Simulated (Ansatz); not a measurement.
# C3H8OSi: the cost of one run

Program: Ansatz 0.2.0. Level of theory: RKS PBE/STO-3G. These are calculated values, not measurements.

## Step 1: Starting point

Bond lengths: C1–O2 1.431 Å, O2–Si3 1.621 Å, Si3–C4 1.935 Å, Si3–C5 1.836 Å, C4–C5 1.461 Å, C1–H6 1.064 Å, C1–H7 1.126 Å, C1–H8 1.046 Å, Si3–H9 1.521 Å, C4–H10 1.108 Å, C4–H11 1.027 Å, C5–H12 1.072 Å, C5–H13 1.049 Å. Angles (14 of 25 angles, heavy atoms first): C1–O2–Si3 116.2°, O2–Si3–C4 114.3°, O2–Si3–C5 120.6°, C4–Si3–C5 45.5°, Si3–C4–C5 63.7°, Si3–C5–C4 70.8°, O2–C1–H6 111.1°, O2–C1–H7 103.3°, O2–C1–H8 111.0°, O2–Si3–H9 117.0°, C4–Si3–H9 105.5°, C5–Si3–H9 122.2°, Si3–C4–H10 106.9°, Si3–C4–H11 113.0°.

Coordinates:

```xyz
13

C    -1.9106   -0.9577    0.4267
O    -1.2981    0.3305    0.5433
Si    0.3123    0.3444    0.7264
C     1.3018    0.0315   -0.9069
C     1.3686    1.3835   -0.3585
H    -1.6207   -1.4391   -0.4768
H    -3.0032   -0.7148    0.3057
H    -1.7842   -1.5143    1.3027
H     0.8986   -0.6177    1.7475
H     0.5556   -0.1370   -1.7087
H     2.0475   -0.6654   -0.7973
H     0.8689    2.2094   -0.8240
H     2.2840    1.7118    0.0349
```

## Step 2: End point A

input.yaml reads:

```yaml
crystal:
  periodic: [false, false, false]
  atoms:
    - { symbol: C, position_ang: [-1.9106, -0.9577, 0.4267] }
    - { symbol: O, position_ang: [-1.2981, 0.3305, 0.5433] }
    - { symbol: Si, position_ang: [0.3123, 0.3444, 0.7264] }
    - { symbol: C, position_ang: [1.3018, 0.0315, -0.9069] }
    - { symbol: C, position_ang: [1.3686, 1.3835, -0.3585] }
    - { symbol: H, position_ang: [-1.6207, -1.4391, -0.4768] }
    - { symbol: H, position_ang: [-3.0032, -0.7148, 0.3057] }
    - { symbol: H, position_ang: [-1.7842, -1.5143, 1.3027] }
    - { symbol: H, position_ang: [0.8986, -0.6177, 1.7475] }
    - { symbol: H, position_ang: [0.5556, -0.137, -1.7087] }
    - { symbol: H, position_ang: [2.0475, -0.6654, -0.7973] }
    - { symbol: H, position_ang: [0.8689, 2.2094, -0.824] }
    - { symbol: H, position_ang: [2.284, 1.7118, 0.0349] }
basis:
  gaussian: { orbitals: STO-3G }
hamiltonian:
  xc: pbe
relax:
  f_tol: 0.015
  max_steps: 40
output:
  orbitals: {}
```

The run is started by

```sh
$ ansatz run input.yaml --threads 1 --pin off --max-ram 2048MiB --backend cpu --events-out ev --progress --plain --runs-dir out
```

**Question.** How long does this run take on 1 thread of Arm Neoverse V1, shared host, and how much memory does it need?

About 40 s, with a peak of 0.12 GiB.
